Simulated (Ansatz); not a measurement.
# CH4ClFOSeTi: geometry optimisation

Aim: relax CH4ClFOSeTi from a cheap starting geometry.

Computed with Ansatz 0.2.0, Gaussian basis. Level: RKS PBE0-D4/def2-TZVP.

The runs, in order: relaxation at PBE0-D4/def2-TZVP.

1 further run of the same task is left out (set aside as unsound or not needed).

## (1) Where the work starts

SMILES `C[Se][Ti]([OH])([F])[Cl]`, 10 atoms, charge 0, spin multiplicity 1.

Atoms are counted from 1 here; the program's logs count them from 0.

Bond lengths: C1–Se2 1.990 Å, C1–H7 1.092 Å, C1–H8 1.087 Å, C1–H9 1.092 Å, Se2–Ti3 2.383 Å, Ti3–O4 1.668 Å, Ti3–F5 1.715 Å, Ti3–Cl6 2.138 Å, O4–H10 0.958 Å. Angles: Se2–C1–H7 108.5°, Se2–C1–H8 108.2°, Se2–C1–H9 108.6°, H7–C1–H8 110.3°, H7–C1–H9 111.0°, H8–C1–H9 110.3°, C1–Se2–Ti3 90.4°, Se2–Ti3–O4 100.6°, Se2–Ti3–F5 103.2°, Se2–Ti3–Cl6 104.4°, O4–Ti3–F5 126.0°, O4–Ti3–Cl6 114.3°, F5–Ti3–Cl6 105.5°, Ti3–O4–H10 175.1°.

Geometry (Å):

```mol
CH4ClFOSeTi
  3D, bonds by distance, orders not assigned

 10  9  0  0  0  0  0  0  0  0999 V2000
    0.6265   -1.7466    0.3353 C   0  0
    0.2201   -0.7208   -1.3207 Se  0  0
   -0.5210    1.1278   -0.0119 Ti  0  0
   -0.8244    2.2501   -1.2078 O   0  0
   -1.6876    0.4255    1.0315 F   0  0
    1.1502    1.5989    1.2349 Cl  0  0
    1.4624   -1.2635    0.8448 H   0  0
    0.8950   -2.7607    0.0500 H   0  0
   -0.2645   -1.7547    0.9665 H   0  0
   -1.0567    2.8439   -1.9227 H   0  0
  1  2  8  0
  2  3  8  0
  3  4  8  0
  3  5  8  0
  3  6  8  0
  1  7  8  0
  1  8  8  0
  1  9  8  0
  4 10  8  0
M  END
```

The start is a GFN2-xTB geometry.

## (2) Optimising with PBE0-D4/def2-TZVP

File in.yaml:

```yaml
crystal:
  periodic: [false, false, false]
  atoms:
    - {symbol: C, position_ang: [0.626520, -1.746620, 0.335330]}
    - {symbol: Se, position_ang: [0.220060, -0.720770, -1.320690]}
    - {symbol: Ti, position_ang: [-0.521020, 1.127830, -0.011860]}
    - {symbol: O, position_ang: [-0.824410, 2.250120, -1.207780]}
    - {symbol: F, position_ang: [-1.687630, 0.425520, 1.031480]}
    - {symbol: Cl, position_ang: [1.150250, 1.598940, 1.234850]}
    - {symbol: H, position_ang: [1.462410, -1.263550, 0.844820]}
    - {symbol: H, position_ang: [0.894960, -2.760720, 0.050040]}
    - {symbol: H, position_ang: [-0.264450, -1.754650, 0.966520]}
    - {symbol: H, position_ang: [-1.056690, 2.843910, -1.922700]}
basis:
  gaussian: {orbitals: def2-TZVP}
hamiltonian: {xc: pbe0, dispersion: d4}
relax: {f_tol: 0.005, max_steps: 150}
```

On the command line:

```console
$ ansatz run in.yaml --threads 2 --pin off --events-out ev --progress --plain --max-ram 31744MiB --backend cuda --devices 0, --max-vram 18GiB
```

Q: Predict the results of all the runs planned. Wanted: point group; shift from the start; total energy; dispersion term; dipole moment.

**Answer**, as computed:

| quantity | value |
| --- | --- |
| point group | C1 |
| steps | 29 |
| shift from the start (rms) | 0.230 Å |
| total energy | -106840.0407 eV |
| dispersion term | -262 meV |
| dipole moment | 1.63 D |

The atoms moved 0.23 Å (rms) from the start; the bond that changed most is Ti3–O4, from 1.668 to 1.755 Å. No vibrations were run, so it is not proven to be a minimum. The largest Mulliken charge, +1.24 e, sits on Ti3.
